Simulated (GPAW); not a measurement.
The system is NbTe.

```
Nb Te
1.0
     3.42570    0.00000    0.00000
     0.00000    3.42570    0.00000
     0.00000    0.00000    3.42570
Nb Te
1 1
Direct
  0.50000 0.50000 0.50000
  0.00000 0.00000 0.00000
```

The cell was built by a generator and needn't be a form met in nature.

Base run:

* Program: GPAW 26.7.0
* Functional: BLYP
* Potentials or basis: PAW data sets generated in the run's folder for this functional
* Cutoff: 600 eV
* Basis: pw
* k mesh: 8 × 8 × 8
* Occupations: fermi-dirac, width 0.05 eV
* Spin: no spin polarisation

Its results: pressure 7.4 GPa.

The run is repeated on the same cell with these changes: functional from BLYP to PBEsol. What comes out?

Pressure -6.2 GPa.

PBEsol binds more tightly than BLYP, so the same cell stands under less pressure.
